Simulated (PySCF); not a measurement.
# [Pb(PH3)]2+: other functionals and bases at one geometry

One table from this session's results is given with a row withheld; the runs are named, their logs left out.

Computed with PySCF 2.14.0. Level: several levels, as the steps say, no spin–orbit coupling.

1 further run of the same task is left out (for a known fault of the program).

## The system as given

5 atoms, charge 2, spin multiplicity 1.

Bond lengths: Pb1–P2 2.894 Å, P2–H3 1.419 Å, P2–H4 1.419 Å, P2–H5 1.419 Å. Angles: Pb1–P2–H3 113.0°, Pb1–P2–H4 113.0°, Pb1–P2–H5 113.0°, H3–P2–H4 105.7°, H3–P2–H5 105.7°, H4–P2–H5 105.7°.

As a file:

```xyz
5
H3PPb
Pb    0.0000    0.0000   -0.3189
P     0.0000    0.0000    2.5755
H     1.3058    0.0000    3.1301
H    -0.6529    1.1308    3.1301
H    -0.6529   -1.1308    3.1301
```

Formal oxidation states: Pb +2. An earlier session relaxed this geometry at PBE0, Pb def2-SVP with ECP60, P def2-SVP, H def2-SVP (singlet, point group C3v).

At PBE0 on the finer grid: E = -535.081065 Eh, HOMO -18.96 eV, LUMO -14.08 eV, Mulliken charge on Pb1 +1.46 e, largest force component 0.006 eV/Å. 

Levels to run: wB97X; HF; PBE0, TZVP. Hardware: 2 threads of Arm Neoverse V2, shared host.

Set-up of the first run:

File run.py (the lines that set the calculation):

```python
mol = gto.M(atom='''
Pb     0.00000     0.00000    -0.31893
P      0.00000     0.00000     2.57555
H      1.30578     0.00000     3.13013
H     -0.65289     1.13084     3.13013
H     -0.65290    -1.13084     3.13013''',
    basis={'Pb': 'def2-SVP', 'P': 'def2-SVP', 'H': 'def2-SVP'},
    ecp={'Pb': 'def2-SVP'},
    charge=2, spin=0)
mf = dft.RKS(mol, xc='WB97X')
mf.grids.atom_grid = (75, 302)
mf = mf.density_fit()  # fitting sets: Pb def2-universal-JKFIT, P def2-universal-JKFIT, H def2-universal-JKFIT
mf.conv_tol = 1e-08; mf.max_cycle = 55
mf.kernel(dm0)  # dm0: the density of the relaxed state
```

Launch:

```
$ OMP_NUM_THREADS=2 python run.py
```

Steps of the session up to this table: wB97X; HF; PBE0, TZVP.

One of the session's tables, all rows but one given; the rest of the session is left out.

| level | HOMO (eV) | gap (eV) | charge on Pb1 (e) | dipole (D) | largest force component (eV/Å) |
| --- | --- | --- | --- | --- | --- |
| PBE0 (relaxed here) | -18.96 | 4.87 | 1.46 | 5.51 | 0.01 |
| wB97X | -21.03 | 8.97 | 1.48 | 5.27 | 0.10 |
| HF | -20.99 | 9.94 | 1.51 | 5.08 | 0.74 |
| PBE0, TZVP | ? | ? | ? | ? | ? |

Estimate the missing values for PBE0, TZVP.

The run gave: HOMO (eV): -18.88; gap (eV): 4.82; charge on Pb1 (e): 1.42; dipole (D): 5.69; largest force component (eV/Å): 0.18. In the column «HOMO (eV)» it is the highest.

The dipole of a charged species depends on the origin, so these sizes hold for this origin alone.

In one basis the HOMO–LUMO gap runs from 4.87 eV (PBE0) to 9.94 eV (HF). The largest leftover force, 0.74 eV/Å with HF, stands at a geometry relaxed at another level. Total energies of different levels can't be compared.
